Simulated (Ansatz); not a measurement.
# Cl3F2HMoO: the cost of one run

Computed with Ansatz 0.2.0, Gaussian basis. Level: the settings change from run to run.

## Step 1: The molecule

The geometry comes from an earlier relaxation with PBE0-D4 in a triple-zeta def2 set; it is a stationary point, not always the lowest conformer. Mo takes a core potential in def2 sets; no spin-orbit term is included.

SMILES `[OH][Mo]([F])([F])([Cl])([Cl])[Cl]`, 8 atoms, charge 0, spin multiplicity 1.

Atoms are counted from 1 here; the program's logs count them from 0.

Bond lengths: O1–Mo2 1.829 Å, O1–H8 0.966 Å, Mo2–F3 1.835 Å, Mo2–F4 1.835 Å, Mo2–Cl5 2.261 Å, Mo2–Cl6 2.259 Å, Mo2–Cl7 2.354 Å. Angles: Mo2–O1–H8 126.7°, O1–Mo2–F3 93.1°, O1–Mo2–F4 93.1°, O1–Mo2–Cl5 163.3°, O1–Mo2–Cl6 96.3°, O1–Mo2–Cl7 80.1°, F3–Mo2–F4 172.0°, F3–Mo2–Cl5 87.8°, F3–Mo2–Cl6 87.1°, F3–Mo2–Cl7 93.1°, F4–Mo2–Cl5 87.8°, F4–Mo2–Cl6 87.1°, F4–Mo2–Cl7 93.1°, Cl5–Mo2–Cl6 100.4°, Cl5–Mo2–Cl7 83.2°, Cl6–Mo2–Cl7 176.4°.

## Step 2: r2SCAN0/def2-TZVP

This run has atoms shaken by 0.03 Å, D3(BJ) with three-body dispersion.

in.yaml reads:

```yaml
crystal:
  periodic: [false, false, false]
  atoms:
    - {symbol: O, position_ang: [-0.344017, -1.452450, 0.478406]}
    - {symbol: Mo, position_ang: [-0.099647, 0.312797, 0.055293]}
    - {symbol: F, position_ang: [1.099955, 0.618720, 1.341861]}
    - {symbol: F, position_ang: [-1.419569, 0.227327, -1.230480]}
    - {symbol: Cl, position_ang: [0.703357, 2.209385, -0.983456]}
    - {symbol: Cl, position_ang: [-1.654577, 1.105203, 1.479593]}
    - {symbol: Cl, position_ang: [1.510813, -0.735818, -1.353131]}
    - {symbol: H, position_ang: [0.170880, -2.222434, 0.126410]}
basis:
  gaussian: {orbitals: def2-TZVP}
hamiltonian: {xc: {name: r2SCAN0}, dispersion: d3bjatm}
output: {forces: true}
```

Run with:

```bash
> ansatz run in.yaml --threads 4 --pin off --events-out ev --progress --plain --max-ram 11315MiB
```

Q: Estimate wall time and peak memory on 4 threads of Arm Neoverse V1, shared host.

About 17 s, with a peak of 1 GiB.
